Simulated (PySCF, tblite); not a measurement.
# C6H5F: geometry, infrared bands, NMR shifts and spin-spin couplings

Aim: predict the infrared bands, NMR shifts and spin-spin couplings of C6H5F (`C#CC(C)(F)C#C`).

Programs: tblite 0.8.0 and PySCF 2.14.0, with density-fitted response routines of our own. Each step states its level of theory. These are calculated values for one molecule in the gas phase, unless marked as measured. Atoms count from 0, in the outputs and in this text.

## 1. The molecule as given

12 atoms, charge 0, multiplicity 1; geometry from: force field or distance geometry start.

Bonds of the start (Å): C0–C1 1.21, C1–C2 1.47, C2–C3 1.54, C2–F4 1.36, C2–C5 1.47, C5–C6 1.20, C0–H7 1.06, C3–H8 1.10, C3–H9 1.11, C3–H10 1.09, C6–H11 1.07.

## 2. Relaxing the molecule with GFN2-xTB

The job: settings as JSON, then the geometry in Å.

```
{"job": {"kind": "relax", "xc": "GFN2-xTB", "basis": "xTB"}, "charge": 0, "multiplicity": 1}
C      2.276400    -0.023300    -1.149900
C      1.236200    -0.198500    -0.560900
C     -0.006900    -0.436100     0.186100
C     -1.216000    -0.313900    -0.759400
F      0.016500    -1.714800     0.662000
C     -0.179600     0.458000     1.343000
C     -0.303400     1.184900     2.293400
H      3.187900     0.141900    -1.669600
H     -1.126600    -1.036500    -1.579200
H     -2.149600    -0.560500    -0.217500
H     -1.315500     0.683100    -1.176300
H     -0.418200     1.815000     3.146400
```

Command:

```sh
$ OMP_NUM_THREADS=1 python probes_run.py task.json out
```

This one command runs all jobs of the session in turn.

The log of the run:

```text
step      E/eV     max force
  0    -543.45115    1.070
  1    -543.46940    2.516
  2    -543.49573    1.061
  3    -543.50793    0.366
  4    -543.51539    0.257
  5    -543.52349    0.242
  6    -543.52362    0.555
  7    -543.52515    0.108
  8    -543.52536    0.047
  9    -543.52549    0.034
 10    -543.52583    0.077
 11    -543.52599    0.053
 12    -543.52613    0.034
 13    -543.52625    0.035
 14    -543.52640    0.051
 15    -543.52657    0.048
 16    -543.52679    0.044
 17    -543.52706    0.051
 18    -543.52733    0.063
 19    -543.52753    0.048
 20    -543.52766    0.033
 21    -543.52781    0.039
 22    -543.52801    0.061
 23    -543.52825    0.069
 24    -543.52843    0.042
 25    -543.52851    0.021
 26    -543.52856    0.018
 27    -543.52859    0.020
 28    -543.52861    0.016
 29    -543.52863    0.013
 30    -543.52865    0.012
 31    -543.52867    0.015
 32    -543.52870    0.014
 33    -543.52872    0.012
 34    -543.52874    0.013
 35    -543.52876    0.016
 36    -543.52879    0.021
 37    -543.52882    0.017
 38    -543.52885    0.013
 39    -543.52887    0.014
 40    -543.52890    0.024
 41    -543.52893    0.024
 42    -543.52895    0.012
 43    -543.52896    0.007
```

Run time: 0.3 s. Hardware: 1 thread of Arm Neoverse N1, shared host; peak memory 0.18 GiB.

Relaxation path: (not every step is listed)

```tsv
step	energy from step 0 (eV)	largest force (eV/Å)
0	0.0000	1.0705
1	-0.0182	2.5164
2	-0.0446	1.0606
3	-0.0568	0.3656
4	-0.0642	0.2568
5	-0.0723	0.2419
6	-0.0725	0.5548
7	-0.0740	0.1079
8	-0.0742	0.0467
11	-0.0748	0.0526
14	-0.0752	0.0507
17	-0.0759	0.0512
20	-0.0765	0.0329
23	-0.0771	0.0690
26	-0.0774	0.0177
29	-0.0775	0.0128
32	-0.0775	0.0144
35	-0.0776	0.0163
38	-0.0777	0.0134
39	-0.0777	0.0140
40	-0.0778	0.0242
41	-0.0778	0.0238
42	-0.0778	0.0122
43	-0.0778	0.0073
```

Close pairs (by a distance rule), those that changed most:

```tsv
bond	before (Å)	after (Å)	change (Å)
C2–F4	1.365	1.401	+0.036
C3–H9	1.107	1.088	-0.019
C6–H11	1.067	1.049	-0.017
C0–H7	1.062	1.049	-0.013
C2–C5	1.472	1.460	-0.012
C0–C1	1.208	1.196	-0.012
C1–C2	1.470	1.460	-0.010
C2–C3	1.540	1.531	-0.009
```

The next job starts from the end point, and lists it.

## 3. Infrared spectrum with GFN2-xTB

The job: settings as JSON, then the geometry in Å.

```
{"job": {"kind": "ir", "xc": "GFN2-xTB", "basis": "xTB"}, "charge": 0, "multiplicity": 1}
C      2.247731     0.010753    -1.093510
C      1.214349    -0.191213    -0.525770
C     -0.037483    -0.460613     0.175170
C     -1.237380    -0.332425    -0.766328
F     -0.007029    -1.774115     0.661060
C     -0.156640     0.452801     1.307712
C     -0.255166     1.178500     2.253553
H      3.147860     0.199896    -1.598363
H     -1.128777    -1.034149    -1.590768
H     -2.151466    -0.556648    -0.220356
H     -1.289711     0.680155    -1.158231
H     -0.345091     1.826373     3.073934
```

The log of the run:

```text
mode    cm-1     km/mol
  1     104.4      0.32
  2     152.6      1.00
  3     153.1      1.58
  4     183.9      0.08
  5     218.6      0.34
  6     350.8      5.39
  7     397.4      0.32
  8     464.6      7.34
  9     478.2      1.05
 10     520.7      4.48
 11     652.8     16.35
 12     669.2     30.01
 13     672.9      5.69
 14     682.6     16.86
 15     708.9     15.79
 16     898.1     56.21
 17     946.2      0.24
 18    1070.4     67.95
 19    1149.4     47.95
 20    1189.8     36.59
 21    1387.6      6.90
 22    1466.8      2.65
 23    1473.0      4.90
 24    2278.7      0.06
 25    2286.2      0.82
 26    3043.0     17.45
 27    3043.8     11.98
 28    3052.9     15.88
 29    3394.3      9.07
 30    3394.8      3.44
```

It took 0.43 s on 1 thread of Arm Neoverse N1, shared host; peak memory 0.18 GiB.

Which atoms move in the most intense modes:

```tsv
cm⁻¹	km/mol	atoms
653	16.4	H7 43 %, H11 42 %
669	30.0	H11 34 %, H7 33 %
683	16.9	H7 39 %, H11 36 %
898	56.2	C2 35 %, H10 19 %, F4 17 %
1070	68.0	C2 51 %, H10 23 %, C3 18 %
1149	48.0	C2 60 %, C3 14 %
1190	36.6	C2 59 %, H9 10 %, H8 10 %
3043	17.4	H8 51 %, H9 40 %
```

## 4. Shielding tensors: PBE0/pcSseg-1

Settings changed since step 3:

```diff
@@ -1,2 +1,2 @@
-{"job": {"kind": "ir", "xc": "GFN2-xTB", "basis": "xTB"}, "charge": 0, "multiplicity": 1}
+{"job": {"kind": "nmr", "xc": "PBE0", "basis": "pcSseg-1"}, "charge": 0, "multiplicity": 1}
 C      2.247731     0.010753    -1.093510
```

Level: GIAO PBE0/pcSseg-1 NMR shielding, non-relativistic, gas phase.

The log of the run:

```text
coarse grid: 10704 points
cycle   1  E = -330.7770836373  dE =  9.933e-01  |g| = 6.554e-01  |ddm| = 3.336e+00
cycle   2  E = -330.7296059760  dE =  4.748e-02  |g| = 8.725e-01  |ddm| = 1.372e+00
cycle   3  E = -330.8552156905  dE = -1.256e-01  |g| = 1.837e-01  |ddm| = 7.858e-01
cycle   4  E = -330.8618743851  dE = -6.659e-03  |g| = 7.955e-02  |ddm| = 1.874e-01
cycle   5  E = -330.8632785197  dE = -1.404e-03  |g| = 2.418e-02  |ddm| = 6.283e-02
cycle   6  E = -330.8633929125  dE = -1.144e-04  |g| = 4.336e-03  |ddm| = 2.489e-02
cycle   7  E = -330.8633969070  dE = -3.994e-06  |g| = 8.154e-04  |ddm| = 5.081e-03
final grid: 105712 points
cycle   8  E = -330.9151421866  dE = -3.401e-05  |g| = 6.560e-03  |ddm| = 5.911e-02
cycle   9  E = -330.9151356366  dE =  6.550e-06  |g| = 9.164e-03  |ddm| = 1.586e-02
cycle  10  E = -330.9151512659  dE = -1.563e-05  |g| = 1.869e-03  |ddm| = 8.641e-03
cycle  11  E = -330.9151519204  dE = -6.545e-07  |g| = 6.921e-04  |ddm| = 1.548e-03
cycle  12  E = -330.9151520336  dE = -1.131e-07  |g| = 1.547e-04  |ddm| = 6.573e-04
cycle  13  E = -330.9151520381  dE = -4.546e-09  |g| = 3.352e-05  |ddm| = 1.270e-04
cycle  14  E = -330.9151520384  dE = -2.516e-10  |g| = 6.904e-06  |ddm| = 4.230e-05
converged SCF energy = -330.9151520384

GIAO shielding tensors (ppm)
atom      isotropic    diamagn.    paramagn.     s11        s22        s33       span
  0 C      103.900     256.254    -152.354     39.054     45.120    227.525    188.471
  1 C      101.077     265.224    -164.148     -1.812      2.634    302.407    304.219
  2 C      106.890     222.834    -115.944     75.122     92.474    153.073     77.951
  3 C      153.572     246.489     -92.917    132.186    144.485    184.046     51.860
  4 F      325.582     470.503    -144.921    272.529    324.952    379.264    106.735
  5 C      101.019     265.346    -164.327     -1.873      2.490    302.441    304.313
  6 C      103.924     256.227    -152.303     39.149     45.148    227.475    188.326
  7 H       29.496      33.430      -3.934     24.918     25.072     38.499     13.581
  8 H       29.691      27.978       1.714     26.289     27.827     34.958      8.669
  9 H       29.691      27.932       1.758     26.289     27.830     34.953      8.664
 10 H       30.138      27.763       2.376     27.061     28.279     35.075      8.015
 11 H       29.497      33.412      -3.915     24.920     25.074     38.497     13.576
```

Wall time 26 s (1 thread of Arm Neoverse N1, shared host); peak memory 0.7 GiB.

Shifts follow as δ = σ(reference) − σ, with reference shieldings (ppm) from runs at the same level and on the same kind of geometry: 1H TMS 31.72, 13C TMS 186.9, 19F CFCl3 170.9. The references are single molecules in the gas phase, so shifts against H2O, NH3, PH3, H3PO4 or CFCl3 are not on the usual liquid scales and can be off by tens of ppm. Atoms listed in one row are averaged.

```tsv
atoms	environment	σ (ppm)	δ (ppm)	δ scaled to CDCl3
C1, C5	alkyne carbon	101.0	85.9	81.9
C0, C6	terminal alkyne carbon	103.9	83.0	79.1
C2	propargylic fully substituted sp3 carbon bonded to F	106.9	80.0	76.2
C3	methyl carbon	153.6	33.4	30.6
H7, H11	hydrogen on a terminal alkyne carbon	29.50	2.22	2.20
H8, H9, H10	hydrogen on a methyl carbon	29.84	1.88	1.87
F4	fluorine on an sp3 carbon	325.6	-154.6	–
```

The scaled column applies a straight-line fit of computed shieldings to shifts measured in CDCl3, and one for carbons that bear F (root-mean-square error 0.16 ppm for H, 1.9 ppm for C).

Charges from the same density, by scheme (e):

```tsv
atoms	Mulliken	IAO	Hirshfeld	ESP fit
C0, C6	-0.34	-0.20	-0.09	-0.35
C1, C5	0.34	-0.04	-0.04	-0.11
C2	-0.02	0.30	0.13	0.65
C3	-0.19	-0.42	-0.12	-0.67
F4	-0.31	-0.31	-0.11	-0.26
```

Mayer bond orders: C0–C1 2.54, C1–C2 0.91, C2–C3 1.05, C2–F4 0.91, C2–C5 0.91, C5–C6 2.54.

## 5. Spin-spin couplings: B3LYP/pcJ-1

Settings changed since step 4:

```diff
@@ -1,2 +1,2 @@
-{"job": {"kind": "nmr", "xc": "PBE0", "basis": "pcSseg-1"}, "charge": 0, "multiplicity": 1}
+{"job": {"kind": "j", "xc": "B3LYP", "basis": "pcJ-1"}, "charge": 0, "multiplicity": 1}
 C      2.247731     0.010753    -1.093510
```

Method: B3LYP/pcJ-1 indirect spin-spin coupling, non-relativistic, gas phase.

The log of the run:

```text
coarse grid: 10704 points
cycle   1  E = -331.1878395836  dE =  9.136e-01  |g| = 7.130e-01  |ddm| = 3.329e+00
cycle   2  E = -331.1147322662  dE =  7.311e-02  |g| = 9.971e-01  |ddm| = 1.332e+00
cycle   3  E = -331.2750372640  dE = -1.603e-01  |g| = 2.140e-01  |ddm| = 8.078e-01
cycle   4  E = -331.2832672891  dE = -8.230e-03  |g| = 1.045e-01  |ddm| = 2.023e-01
cycle   5  E = -331.2856528701  dE = -2.386e-03  |g| = 3.460e-02  |ddm| = 7.687e-02
cycle   6  E = -331.2858846734  dE = -2.318e-04  |g| = 5.447e-03  |ddm| = 2.860e-02
cycle   7  E = -331.2858906834  dE = -6.010e-06  |g| = 1.131e-03  |ddm| = 5.308e-03
final grid: 105712 points
cycle   8  E = -331.3493673237  dE = -1.323e-04  |g| = 6.616e-03  |ddm| = 2.725e-02
cycle   9  E = -331.3493589675  dE =  8.356e-06  |g| = 9.656e-03  |ddm| = 1.211e-02
cycle  10  E = -331.3493746048  dE = -1.564e-05  |g| = 1.483e-03  |ddm| = 7.752e-03
cycle  11  E = -331.3493747134  dE = -1.086e-07  |g| = 1.185e-03  |ddm| = 1.523e-03
cycle  12  E = -331.3493750212  dE = -3.078e-07  |g| = 3.493e-04  |ddm| = 8.982e-04
cycle  13  E = -331.3493750495  dE = -2.829e-08  |g| = 3.258e-05  |ddm| = 2.480e-04
cycle  14  E = -331.3493750497  dE = -2.281e-10  |g| = 8.598e-06  |ddm| = 3.745e-05
converged SCF energy = -331.3493750497

Indirect spin-spin couplings (Hz)
  i      j    bonds     total        FC       PSO       DSO        SD
  0 C    1 C    1    202.914   194.392     8.398     0.124         -
  0 C    2 C    2     15.255    15.198     0.154    -0.097         -
  0 C    3 C    3      1.370     1.497    -0.065    -0.063         -
  0 C    4 F    3      5.783     7.984    -1.108    -0.286    -0.807
  0 C    5 C    3      1.988     2.021     0.013    -0.046         -
  0 C    6 C    4      0.875     0.593     0.340    -0.059         -
  0 C    7 H    1    267.681   268.611    -1.360     0.430         -
  0 C    9 H    4      1.510     1.488     0.437    -0.415         -
  0 C   10 H    4      0.153     0.172     0.124    -0.143         -
  0 C   11 H    5     -0.189    -0.218     0.255    -0.225         -
  1 C    2 C    1     89.870    91.295    -1.754     0.328         -
  1 C    3 C    2     -0.409    -0.422    -0.024     0.037         -
  1 C    4 F    2     29.825    31.046    -1.428     0.076     0.130
  1 C    5 C    2     -2.682    -2.747    -0.010     0.075         -
  1 C    6 C    3      1.992     2.024     0.015    -0.046         -
  1 C    7 H    2     51.929    47.058     6.037    -1.166         -
  1 C    8 H    3      3.849     3.772    -0.067     0.143         -
  1 C    9 H    3     10.041    10.007     0.440    -0.407         -
  1 C   10 H    3      1.001     0.936    -0.069     0.134         -
  1 C   11 H    4     -1.852    -1.830     0.218    -0.241         -
  2 C    3 C    1     39.848    40.418    -0.849     0.280         -
  2 C    4 F    1   -225.744  -275.453    25.102     1.000    23.607
  2 C    5 C    1     89.743    91.170    -1.755     0.328         -
  2 C    6 C    2     15.219    15.162     0.154    -0.097         -
  2 C    7 H    3      3.469     3.488     0.382    -0.401         -
  2 C    8 H    2     -6.338    -6.244    -0.168     0.074         -
  2 C    9 H    2     -6.372    -6.279    -0.168     0.075         -
  2 C   10 H    2      1.541     1.462    -0.012     0.091         -
  2 C   11 H    3      3.456     3.475     0.382    -0.401         -
  3 C    4 F    2     26.977    26.581    -0.576    -0.029     1.001
  3 C    5 C    2     -0.419    -0.433    -0.024     0.037         -
  3 C    6 C    3      1.363     1.491    -0.066    -0.063         -
  3 C    7 H    4     -1.586    -1.518     0.210    -0.278         -
  3 C    8 H    1    139.013   137.434     0.851     0.727         -
  3 C    9 H    1    138.998   137.419     0.850     0.728         -
  3 C   10 H    1    136.738   135.103     0.921     0.715         -
  3 C   11 H    4     -1.586    -1.518     0.210    -0.278         -
  4 F    5 C    2     29.730    30.983    -1.425     0.077     0.094
  4 F    6 C    3      5.813     7.991    -1.130    -0.284    -0.763
  4 F    7 H    4     -4.853    -5.744     1.393    -1.193     0.691
  4 F    8 H    3      5.525     4.707     1.334    -0.079    -0.437
  4 F    9 H    3      5.674     4.864     1.323    -0.070    -0.444
  4 F   10 H    3     38.272    39.462     0.994    -2.024    -0.160
  4 F   11 H    4     -4.906    -5.785     1.385    -1.190     0.684
  5 C    6 C    1    202.886   194.360     8.401     0.124         -
  5 C    7 H    4     -1.863    -1.840     0.218    -0.240         -
  5 C    8 H    3     10.072    10.038     0.440    -0.407         -
  5 C    9 H    3      3.817     3.740    -0.066     0.143         -
  5 C   10 H    3      1.036     0.971    -0.071     0.136         -
  5 C   11 H    2     51.920    47.048     6.038    -1.166         -
  6 C    7 H    5     -0.192    -0.222     0.256    -0.225         -
  6 C    8 H    4      1.512     1.490     0.437    -0.415         -
  6 C   10 H    4      0.158     0.175     0.126    -0.143         -
  6 C   11 H    1    267.663   268.592    -1.359     0.431         -
  7 H    9 H    5     -0.645    -0.549     1.282    -1.378         -
  7 H   10 H    5     -0.242    -0.146     0.698    -0.795         -
  8 H    9 H    2    -12.480   -12.610     2.605    -2.475         -
  8 H   10 H    2    -14.403   -14.543     2.657    -2.517         -
  8 H   11 H    5     -0.644    -0.547     1.282    -1.378         -
  9 H   10 H    2    -14.412   -14.552     2.657    -2.517         -
 10 H   11 H    5     -0.243    -0.147     0.701    -0.797         -
```

Wall time 68 s (1 thread of Arm Neoverse N1, shared host); peak memory 0.94 GiB.

Couplings of 1 Hz or more, nine at most for each number of bonds, with means over like pairs (isotopes 13C, 19F, 1H):

```tsv
pair	bonds	J (Hz)	Fermi contact (Hz)
C0–H7	1	267.7	268.6
C2–F4	1	-225.7	-275.5
C0–C1	1	202.9	194.4
C3–H8	1	138.2	136.7
C1–C2	1	89.8	91.2
C2–C3	1	39.8	40.4
C1–H7	2	51.9	47.1
C1–F4	2	29.8	31.0
C3–F4	2	27.0	26.6
C0–C2	2	15.2	15.2
H8–H9	2	-13.8	-13.9
C2–H8	2	-3.7	-3.7
C1–C5	2	-2.7	-2.7
F4–H8	3	16.5	16.3
C0–F4	3	5.8	8.0
C1–H8	3	5.0	4.9
C2–H7	3	3.5	3.5
C0–C5	3	2.0	2.0
C0–C3	3	1.4	1.5
F4–H7	4	-4.9	-5.8
C1–H11	4	-1.9	-1.8
C3–H7	4	-1.6	-1.5
```

The spin-dipole term was solved for some atoms only; pairs without it lack that part.

Joined with the shifts from before (PBE0/pcSseg-1, scaled to CDCl3), the couplings predict the line list below for 300 MHz. H–H couplings in it are scaled by factors fitted to measured ones, so they differ from the table.

1H NMR δ 2.20 (d, J = 4.9 Hz, 2H), 1.87 (d, J = 16.5 Hz, 3H). The letters are first-order; like nuclei with unlike couplings give more lines.

## 6. Results

```
                                                               quantity                       value
                              strongest single infrared mode (GFN2-xTB)        1070 cm⁻¹, 68 km/mol
                                           zero-point energy (GFN2-xTB)               52.2 kcal/mol
13C shifts against TMS (PBE0/pcSseg-1, means over atoms taken as alike)  85.9, 83.0, 80.0, 33.4 ppm
 1H shifts against TMS (PBE0/pcSseg-1, means over atoms taken as alike)              2.22, 1.88 ppm
                               19F shifts against CFCl3 (PBE0/pcSseg-1)                  -154.6 ppm
                            largest coupling of the table (B3LYP/pcJ-1)     1J(C,H) C0–H7, 267.7 Hz
```

What this shows: Over 43 steps the energy fell by 0.078 eV; of the close pairs, C2–F4 changed most, 1.365 to 1.401 Å. All 30 modes are real, so the xTB geometry is a minimum. The strongest single mode, at 1070 cm⁻¹, moves mainly C2. GFN2-xTB is a fitted tight-binding method: band positions and strengths are rough. Its intensities can rank the bands wrongly. At PBE0/pcSseg-1: The largest span, 304 ppm, is at C1, C5, where the paramagnetic term is -164 ppm. In the run at B3LYP/pcJ-1, the largest coupling of the table is C0–H7 (mean over like pairs), 267.7 Hz, of which the Fermi-contact term gives 268.6 Hz.
